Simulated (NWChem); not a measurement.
# C3H2ClF3 (SMILES F/C(Cl)=C\C(F)F) at 4 levels

Aim: a comparison of 4 runs (HF/def2-SVP, HF/6-31+G*, PBE0/def2-SVP, CCSD(T)/3-21G) of C3H2ClF3. 

Program for the calculation: NWChem 7.3.0.

## Step 1: The molecule

C3H2ClF3: 9 atoms, total charge 0, spin state singlet. As SMILES, `F/C(Cl)=C\C(F)F`. The coordinates come from a PBE0-D4/def2-TZVP relaxation. This is one conformer, not always the lowest.

Bond lengths: F1–C2 1.323 Å, C2–Cl3 1.701 Å, C2–C4 1.322 Å, C4–C5 1.484 Å, C5–F6 1.360 Å, C5–F7 1.360 Å, C4–H8 1.081 Å, C5–H9 1.092 Å. Some angles: F1–C2–Cl3 112.2°, F1–C2–C4 122.8°, Cl3–C2–C4 125.0°, C2–C4–C5 122.6°, C4–C5–F6 109.8°, C4–C5–F7 109.8°, F6–C5–F7 106.6°, C2–C4–H8 119.6°, C5–C4–H8 117.8°, C4–C5–H9 113.8°.

## Step 2: Energy and forces at HF/def2-SVP (run 1)

File input.xyz:

```xyz
9
C3H2ClF3
F     -1.955600    -0.491900     0.012700
C     -0.996600    -0.147400     0.856200
Cl    -1.548800    -0.082200     2.463800
C      0.240400     0.111300     0.468300
C      0.665300     0.038100    -0.951600
F      1.155300     1.242600    -1.349100
F      1.680400    -0.856800    -1.083600
H      0.983600     0.388700     1.202700
H     -0.135400    -0.248700    -1.636500
```

File run.py:

```python
from ase.io import read
from ase.calculators.nwchem import NWChem

atoms = read('input.xyz')

calc = NWChem(
    label='input',
    theory='scf',
    memory='2200 mb',
    basis='def2-SVP',
    basispar='spherical bse',
    scf={'nopen': '0', 'rhf': None, 'thresh': '1e-08', 'maxiter': '80'},
)
atoms.calc = calc

forces = atoms.get_forces()
print(f"energy = {atoms.get_potential_energy():.6f} eV")
print("forces (eV/A):")
for s, f in zip(atoms.symbols, forces):
    print(f"{s:2s} {f[0]:10.5f} {f[1]:10.5f} {f[2]:10.5f}")
print("dipole (e A):", atoms.get_dipole_moment().round(4))
```

The run is started by

```sh
$ export ASE_NWCHEM_COMMAND="nwchem PREFIX.nwi > PREFIX.nwo"
$ python run.py
```

The log of the run:

```text
energy = -23730.245664 eV
forces (eV/A):
F     0.60004    0.20687    0.46450
C     0.02633   -0.07544   -0.65892
Cl   -0.07996   -0.00108    0.14969
C    -0.55752   -0.10799    0.24333
C     0.92354    0.13503   -0.77858
F    -0.34124   -0.97861    0.31820
F    -0.77308    0.75066    0.09888
H    -0.04196   -0.01373   -0.02396
H     0.24384    0.08433    0.18692
dipole (e A): [-0.2162 -0.0242  0.2395]
```

The calculator wrote input.nwi:

```
title "input"

permanent_dir input

scratch_dir input

start input

geometry units angstrom nocenter noautosym noautoz
  F  -1.9556000000000000e+00 -4.9190000000000000e-01 1.2699999999999999e-02
  C  -9.9660000000000004e-01 -1.4740000000000000e-01 8.5619999999999996e-01
  Cl -1.5488000000000000e+00 -8.2199999999999995e-02 2.4638000000000000e+00
  C  2.4040000000000000e-01 1.1130000000000000e-01 4.6829999999999999e-01
  C  6.6530000000000000e-01 3.8100000000000002e-02 -9.5160000000000000e-01
  F  1.1553000000000000e+00 1.2425999999999999e+00 -1.3491000000000000e+00
  F  1.6803999999999999e+00 -8.5680000000000001e-01 -1.0835999999999999e+00
  H  9.8360000000000003e-01 3.8869999999999999e-01 1.2027000000000001e+00
  H  -1.3539999999999999e-01 -2.4870000000000000e-01 -1.6365000000000001e+00
end

memory 2200 mb

basis spherical bse noprint
   * library def2-SVP
end

scf
  nopen 0
  rhf
  thresh 1e-08
  maxiter 80
end

task scf gradient
```

input.nwo:

```text
Northwest Computational Chemistry Package (NWChem) 7.3.0
             --------------------------------------------------------

           Job information
           ---------------

    nwchem branch   = 7.3.0
    use scalapack   = T
    input           = input.nwi
    prefix          = input.
    data base       = input/input.db
    status          = startup
    nproc           =        1

           Memory information
           ------------------

[... 5 lines left out ...]
    hardfail = no
[... 135 lines left out ...]
         Quadratically convergent ROHF
[... 15 lines left out ...]
       Final RHF  results
[... 4 lines left out ...]
      Two-electron energy =    694.061065942544
[... 51 lines left out ...]
                       ROHF Final Molecular Orbital Analysis
[... 275 lines left out ...]
                 ----------------------------------------
                 |  Time  |  1-e(secs)   |  2-e(secs)   |
                 ----------------------------------------
                 |  CPU   |       0.01   |       3.48   |
                 ----------------------------------------
                 |  WALL  |       0.01   |       3.48   |
                 ----------------------------------------

 Task  times  cpu:       22.5s     wall:       22.5s
 Total times  cpu:       22.5s     wall:       22.5s
```

Run time: 24 s. Hardware: 1 thread of Intel Xeon Platinum 8488C (Sapphire Rapids), shared host; peak memory 0.1 GiB.

## Step 3: Energy and gradient at HF/6-31+G(d) (spherical functions) (run 2)

File c3h2clf3.xyz:

```xyz
9

F     -1.955600    -0.491900     0.012700
C     -0.996600    -0.147400     0.856200
Cl    -1.548800    -0.082200     2.463800
C      0.240400     0.111300     0.468300
C      0.665300     0.038100    -0.951600
F      1.155300     1.242600    -1.349100
F      1.680400    -0.856800    -1.083600
H      0.983600     0.388700     1.202700
H     -0.135400    -0.248700    -1.636500
```

File run.py:

```python
from ase.io import read
from ase.calculators.nwchem import NWChem

mol = read('c3h2clf3.xyz')

calc = NWChem(
    label='c3h2clf3',
    theory='scf',
    memory='2200 mb',
    basis='6-31+G*',
    basispar='spherical bse',
    scf={'nopen': '0', 'rhf': None, 'thresh': '1e-08', 'maxiter': '80'},
)
mol.calc = calc

forces = mol.get_forces()
print("Total energy (eV):", round(mol.get_potential_energy(), 6))
print("forces (eV/A):")
for s, f in zip(mol.symbols, forces):
    print(f"{s:2s} {f[0]:10.5f} {f[1]:10.5f} {f[2]:10.5f}")
print("dipole (e A):", mol.get_dipole_moment().round(4))
```

The run is started by

```sh
$ export ASE_NWCHEM_COMMAND="nwchem PREFIX.nwi > PREFIX.nwo"
$ python run.py
```

The log of the run:

```text
Total energy (eV): -23742.974173
forces (eV/A):
F     0.24467    0.08603    0.20559
C     0.57305    0.08490   -0.46378
Cl   -0.11035   -0.00972    0.14126
C    -0.44285   -0.03898    0.56209
C     0.02633   -0.09277   -0.80445
F    -0.16738   -0.56739    0.19232
F    -0.42130    0.45051    0.06289
H    -0.24215   -0.08968   -0.23099
H     0.54003    0.17710    0.33512
dipole (e A): [-0.2049 -0.0222  0.2333]
```

The calculator wrote c3h2clf3.nwi:

```
title "c3h2clf3"

permanent_dir c3h2clf3

scratch_dir c3h2clf3

start c3h2clf3

geometry units angstrom nocenter noautosym noautoz
  F  -1.9556000000000000e+00 -4.9190000000000000e-01 1.2699999999999999e-02
  C  -9.9660000000000004e-01 -1.4740000000000000e-01 8.5619999999999996e-01
  Cl -1.5488000000000000e+00 -8.2199999999999995e-02 2.4638000000000000e+00
  C  2.4040000000000000e-01 1.1130000000000000e-01 4.6829999999999999e-01
  C  6.6530000000000000e-01 3.8100000000000002e-02 -9.5160000000000000e-01
  F  1.1553000000000000e+00 1.2425999999999999e+00 -1.3491000000000000e+00
  F  1.6803999999999999e+00 -8.5680000000000001e-01 -1.0835999999999999e+00
  H  9.8360000000000003e-01 3.8869999999999999e-01 1.2027000000000001e+00
  H  -1.3539999999999999e-01 -2.4870000000000000e-01 -1.6365000000000001e+00
end

memory 2200 mb

basis spherical bse noprint
   * library 6-31+G*
end

scf
  nopen 0
  rhf
  thresh 1e-08
  maxiter 80
end

task scf gradient
```

c3h2clf3.nwo:

```text
Northwest Computational Chemistry Package (NWChem) 7.3.0
             --------------------------------------------------------

           Job information
           ---------------

    nwchem branch   = 7.3.0
    use scalapack   = T
    input           = c3h2clf3.nwi
    prefix          = c3h2clf3.
    data base       = c3h2clf3/c3h2clf3.db
    status          = startup
    nproc           =        1

           Memory information
           ------------------

[... 5 lines left out ...]
    hardfail = no
[... 135 lines left out ...]
         Quadratically convergent ROHF
[... 15 lines left out ...]
       Final RHF  results
[... 4 lines left out ...]
      Two-electron energy =    693.940290936454
[... 51 lines left out ...]
                       ROHF Final Molecular Orbital Analysis
[... 432 lines left out ...]
                 ----------------------------------------
                 |  Time  |  1-e(secs)   |  2-e(secs)   |
                 ----------------------------------------
                 |  CPU   |       0.02   |       9.91   |
                 ----------------------------------------
                 |  WALL  |       0.02   |       9.91   |
                 ----------------------------------------

 Task  times  cpu:       67.2s     wall:       67.2s
 Total times  cpu:       67.3s     wall:       67.3s
```

It took 68 s on 1 thread of Intel Xeon Platinum 8488C (Sapphire Rapids), shared host; peak memory 0.1 GiB.

Run 3 isn't shown in full; the table further down has it.

## Step 4: A single-point energy at CCSD(T)/3-21G (run 4)

File c3h2clf3.nw:

```
start c3h2clf3
memory total 2200 mb

geometry units angstroms noautosym nocenter noautoz
  F       -1.955600      -0.491900       0.012700
  C       -0.996600      -0.147400       0.856200
  Cl      -1.548800      -0.082200       2.463800
  C        0.240400       0.111300       0.468300
  C        0.665300       0.038100      -0.951600
  F        1.155300       1.242600      -1.349100
  F        1.680400      -0.856800      -1.083600
  H        0.983600       0.388700       1.202700
  H       -0.135400      -0.248700      -1.636500
end

basis spherical bse
  * library 3-21G
end

scf
  thresh 1e-08
  maxiter 80
end

ccsd
  freeze core 11
  maxiter 60
end

task ccsd(t) energy
```

The run is started by

```sh
$ nwchem c3h2clf3.nw > c3h2clf3.out
```

The log of the run:

```text
[...]
  functions       =    71
[...]
  wavefunction    = RHF
[...]
         Total SCF energy =   -868.081984895199
      One-electron energy =  -1924.813085585931
      Two-electron energy =    693.068851886182
 Nuclear repulsion energy =    363.662248804550
        Time for solution =      3.7s
[...]
 Total MP2 energy:           -868.739830531084181
[...]
             energy      energy      error      ampl     ampl      Block
                                                time     time      time
[...]
 Total CCSD energy:           -868.766589726552866
[...]
 Total CCSD+T(CCSD) energy:           -868.785017004911879
[...]
 Total CCSD(T) energy:                -868.783157345543714
[...]
```

It took 71 s on 1 thread of Intel Xeon Platinum 8488C (Sapphire Rapids), shared host; peak memory 0.25 GiB.

## Step 5: Overview of the runs

```tsv
run	level	iteration cap	module	energy (Eh)	dipole moment (D)	HOMO energy (eV)	LUMO energy (eV)	wall time
1	HF/def2-SVP	80	scf	-872.070450	1.55	-11.02	3.45	24 s
2	HF/6-31+G* (spherical functions)	80	scf	-872.538214	1.50	-11.06	1.73	68 s
3	PBE0/def2-SVP	100	dft	-874.187563	1.39	-8.08	-0.58	26 s
4	CCSD(T)/3-21G	80	ccsd(t)	-868.783157	–	-11.20	3.36	71 s
```

## Step 6: Results

| quantity | value |
| --- | --- |
| run 4: total energy | -868.78316 Eh |
| run 4: HOMO energy (Hartree–Fock orbitals) | -11.20 eV |
| run 4: LUMO energy (Hartree–Fock orbitals) | 3.36 eV |
| run 4: HOMO–LUMO gap (Hartree–Fock orbitals) | 14.56 eV |
| run 4: correlation energy (11 core orbitals frozen) | -701.2 mEh |
| run 4: (T) correction | -16.57 mEh |

**Reading.** Over runs 1, 2, 3 the dipole moment (its size) runs from 1.39 D (PBE0/def2-SVP) to 1.55 D (HF/def2-SVP). Over runs 1, 2, 3 the HOMO–LUMO gap runs from 7.50 eV (PBE0/def2-SVP) to 14.47 eV (HF/def2-SVP). Exact exchange widens orbital gaps. All runs together took 3.1 min, the longest 71 s.
